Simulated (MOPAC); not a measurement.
# doublet [Al2H2O2]− at PM6-DH2X (COSMO toluene)

Aim: a geometry optimisation of doublet [Al2H2O2]−. 

Program for the calculation: MOPAC 23.2.5.

6 further runs of the same task are left out: 1 that didn't finish, 5 set aside as unsound or not needed.

### Step 1. The structure to begin with

[Al2H2O2]− has 6 atoms, charge -1, and is taken as a doublet. As SMILES of the parent species, `[OH][Al]1[O][AlH]1`. The shape comes from GFN2-xTB, which is rough for such elements, and wasn't checked as a minimum. This is one conformer, not always the lowest. That shape belongs to the parent species and isn't relaxed for this state. The run starts from this shape.

Bond lengths: O1–Al2 1.645 Å, Al2–O3 1.764 Å, Al2–Al4 2.468 Å, O3–Al4 1.672 Å, O1–H5 0.949 Å, Al4–H6 1.570 Å. Angles: O1–Al2–O3 137.7°, O1–Al2–Al4 179.4°, O3–Al2–Al4 42.6°, Al2–O3–Al4 91.8°, Al2–Al4–O3 45.6°, Al2–O1–H5 179.1°, Al2–Al4–H6 158.3°, O3–Al4–H6 156.1°.

### Step 2. A geometry optimisation at PM6-DH2X (COSMO toluene)

Contents of run.mop:

```
charge=-1 uhf eps=2.37 cycles=200 ef pm6-dh2x aux(precision=6) threads=1
Al2H2O2 charge -1

O     -0.070660 +1    -0.847130 +1    -2.054930 +1
Al    -0.064640 +1    -0.169720 +1    -0.555370 +1
O      0.800470 +1    -0.377250 +1     0.967320 +1
Al    -0.083020 +1     0.841300 +1     1.696430 +1
H     -0.061630 +1    -1.243930 +1    -2.916780 +1
H     -0.520520 +1     1.796730 +1     2.863330 +1
```

Command:

```bash
$ mopac run.mop
```

What values should one expect? Wanted: HOMO energy; LUMO energy; heat of formation; ⟨S²⟩.

Computed results:

At PM6-DH2X (COSMO toluene):

| quantity | value |
| --- | --- |
| HOMO energy (over α and β) | -4.27 eV |
| LUMO energy (over α and β) | 2.70 eV |
| heat of formation | -107.3 kcal/mol |
| ⟨S²⟩ | 0.759 |

**Reading.** At the final geometry: Bond lengths: O1–Al2 1.764 Å, Al2–O3 1.804 Å, Al2–Al4 1.982 Å, O3–Al4 1.879 Å, O1–H5 0.988 Å, Al4–H6 1.585 Å. Angles: O1–Al2–O3 124.6°, O1–Al2–Al4 169.6°, O3–Al2–Al4 59.3°, Al2–O3–Al4 65.1°, Al2–Al4–O3 55.6°, Al2–O1–H5 109.7°, Al2–Al4–H6 127.8°, O3–Al4–H6 118.7°. The optimisation took 36 steps and changed the energy by -2.987 eV.
